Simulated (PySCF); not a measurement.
# Changing the system itself: ZnSi (triplet)

How does ZnSi (triplet) answer to another spin, charge, distance or environment?

Program: PySCF 2.14.0. Level of theory: each script names its method and basis. These are calculated values, not measurements.

### Step 1. Where the work starts

ZnSi (triplet): 2 atoms, charge 0, spin multiplicity 3.

Bond lengths: Zn1–Si2 2.305 Å.

### Step 2. The run that the others are compared with

The input, input.py:

```python
from pyscf import gto, dft
from pyscf.prop.polarizability import uhf as pol

mol = gto.M(
    atom='Zn 0 0 0; Si 0 0 2.305',
    basis='def2-svpd',
    charge=0,
    spin=2,
    verbose=4,
)
mf = dft.UKS(mol, xc='hcth407')
mf.kernel()
print('polarizability (a.u.)')
print(pol.Polarizability(mf).polarizability().round(4))
mf.dip_moment()
print('orbital energies (hartree):', [e[max(0, n-3):n+3].round(4) for e, n in zip(mf.mo_energy, mol.nelec)])
```

Command:

```sh
$ OMP_NUM_THREADS=1 python input.py
```

Its log is not repeated here.

In short: E(SCF) = -2069.409846 Eh, 12 cycles, ⟨S²⟩ = 2.045, μ = 2.57 D, α(xx, yy, zz) = 64.8, 64.8, 118.0 bohr³.

The bond length is a typed value, not an optimised one. The triplet is typed in the script; nothing here shows that it is the ground state.

### Step 3. Electric field 0.01 a.u.

Variant 1 changes electric field: none → 0.01 a.u.

The input, input.py:

```python
from pyscf import gto, dft
from pyscf.prop.polarizability import uhf as pol

mol = gto.M(
    atom='Zn 0 0 0; Si 0 0 2.305',
    basis='def2-svpd',
    charge=0,
    spin=2,
    verbose=4,
)
mf = dft.UKS(mol, xc='hcth407')
field = 0.01  # electric field along z, atomic units
h = mf.get_hcore() + field*mol.intor('int1e_r')[2]
mf.get_hcore = lambda *args: h
e_nuc = mol.energy_nuc() - field*mol.atom_charges() @ mol.atom_coords()[:, 2]
mf.energy_nuc = lambda *args: e_nuc
mf.kernel()
print('polarizability (a.u.)')
print(pol.Polarizability(mf).polarizability().round(4))
mf.dip_moment()
print('orbital energies (hartree):', [e[max(0, n-3):n+3].round(4) for e, n in zip(mf.mo_energy, mol.nelec)])
```

Command:

```sh
$ OMP_NUM_THREADS=1 python input.py
```

### Step 4. Bond 2.881 Å

Variant 2 changes bond length: 2.305 Å → 2.881 Å.

input.py: that of step 2 with these lines changed.

```diff
@@ -4,3 +4,3 @@
 mol = gto.M(
-    atom='Zn 0 0 0; Si 0 0 2.305',
+    atom='Zn 0 0 0; Si 0 0 2.881',
     basis='def2-svpd',
```

### Step 5. Bond 2.582 Å

Variant 3 changes bond length: 2.305 Å → 2.582 Å.

input.py: that of step 2 with these lines changed.

```diff
@@ -4,3 +4,3 @@
 mol = gto.M(
-    atom='Zn 0 0 0; Si 0 0 2.305',
+    atom='Zn 0 0 0; Si 0 0 2.582',
     basis='def2-svpd',
```

### Step 6. Bond 0.5 Å

Variant 4 changes bond length: 2.305 Å → 0.5 Å.

input.py: that of step 2 with these lines changed.

```diff
@@ -4,3 +4,3 @@
 mol = gto.M(
-    atom='Zn 0 0 0; Si 0 0 2.305',
+    atom='Zn 0 0 0; Si 0 0 0.5',
     basis='def2-svpd',
```

Q: Predict the outcome of this session. Wanted: for each run, E(SCF); from base; gap, α spin; SCF dipole.

As calculated:

| run | E(SCF) (hartree) | from base (eV) | cycles | gap, α spin (eV) | SCF dipole (D) |
| --- | --- | --- | --- | --- | --- |
| base | -2069.409846 | 0 | 12 | 1.03 | 2.57 |
| electric field 0.01 a.u. | -2069.405731 | +0.1120 | 13 | 0.72 | 0.51 |
| bond 2.881 Å | -2069.398701 | +0.3033 | 14 | 0.48 | 2.58 |
| bond 2.582 Å | -2069.407518 | +0.0633 | 13 | 0.70 | 2.64 |
| bond 0.5 Å (poor choice) | -2036.032120 | +908.2542 | 10 | 1.49 | 0.54 |

In words: The largest comparable shift of the SCF energy, +908.254 eV, comes with the run “bond 0.5 Å”. Rows marked «poor choice» come from settings spoiled on purpose.
